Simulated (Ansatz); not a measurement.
# Tantalum, diamond under LDA: from relaxation to bulk modulus

The plan for tantalum in the diamond structure: relax it, solve it on a dense k-mesh, switch on spin-orbit coupling, then scale the cell to 7 volumes from 88 to 112 % of the relaxed one and try a fit of the equation of state. The k-meshes are 9×9×9 for the relaxation; 15×15×15 for the dense run; 9×9×9 for spin-orbit coupling; 10×10×10 for the volumes.

This is Ta in the diamond structure; at room conditions it is bcc.

Method: DFT LDA (PW92), plane waves (420 eV) with PAW, scalar-relativistic; PBE-made PAW files, in Ansatz 0.2.0.

### 1 The system as given

Symmetry: Fd-3m, No. 227, cubic system. The conventional cell has a = 5.800 Å, b = 5.800 Å, c = 5.800 Å, α = 90.00°, β = 90.00°, γ = 90.00°. Ta (site symmetry -43m) is surrounded by 4 Ta at 2.51 Å.

Coordinates:

```cif
data_structure
_symmetry_space_group_name_H-M 'P 1'
_symmetry_Int_Tables_number 1
_cell_length_a 4.1010
_cell_length_b 4.1010
_cell_length_c 4.1010
_cell_angle_alpha 60.000
_cell_angle_beta 60.000
_cell_angle_gamma 60.000
_cell_volume 48.77
loop_
_atom_site_label
_atom_site_type_symbol
_atom_site_fract_x
_atom_site_fract_y
_atom_site_fract_z
_atom_site_occupancy
Ta1 Ta 0.12500 0.12500 0.12500 1
Ta2 Ta 0.87500 0.87500 0.87500 1
```

### 2 Geometry optimisation

input.yaml

```yaml
crystal:
  lattice:
    - [0.0, 2.8998653517, 2.8998653517]
    - [2.8998653517, 0.0, 2.8998653517]
    - [2.8998653517, 2.8998653517, 0.0]
  atoms:
    - { symbol: Ta, position: [0.125, 0.125, 0.125] }
    - { symbol: Ta, position: [0.875, 0.875, 0.875] }
hamiltonian:
  xc: lda
  pseudopotentials:
    kind: paw
    azcp:
      Ta: "pseudopotentials/Ta.paw.azcp"
basis:
  ecutwfc: 420
  fft_grid_basis: typed
kpoints:
  mp_grid: { grid: [9, 9, 9], shift: [0, 0, 0] }
magnetization:
  spin_polarized: false
scf:
  occupations: { method: fermi_dirac, width: 0.1 }
relax:
  max_steps: 60
  f_tol: 0.01
  cell: {}
```

On the command line:

```bash
$ ansatz run input.yaml --threads 2 --pin off --max-ram 5120MiB --backend cpu --events-out ev --progress --plain --runs-dir out
```

Further steps of the session: Dense single point; Spin-orbit coupling switched on; The cell scaled to 88 % of its volume; The cell scaled to 92 % of its volume; The cell scaled to 96 % of its volume; The cell scaled to 100 % of its volume; The cell scaled to 104 % of its volume; The cell scaled to 108 % of its volume; The cell scaled to 112 % of its volume.

Before running it: what results should come out? Wanted: space group; conventional cell; volume; shortest distance; gap on the mesh; relative to bcc; V₀, B₀, B₀′.

As calculated:

```
                      quantity                         value
space group (spins left aside)               Fd-3m (No. 227)
             conventional cell                   a = 5.934 Å
                        volume                26.118 Å³/atom
             shortest distance                       2.569 Å
               gap on the mesh  none (levels filled in part)
               relative to bcc                +3004 meV/atom
                   V₀, B₀, B₀′   26.090 Å³/atom, 80 GPa, 3.3
```

In words: The relaxation enlarged the cell by 7.1 % in volume. Against the reference form of tantalum (bcc, computed apart with the same settings) it stands 3004 meV/atom higher, so it is far from stable. No gap shows: it is a metal or semimetal at this level. The total energy of the spin-orbit run lies -21.6 eV/atom from the scalar one, but the two kinds of run don't share a zero of energy: only differences within one kind count. B₀ comes out at 80 GPa. Relaxation kept the symmetry; phonons were not checked.
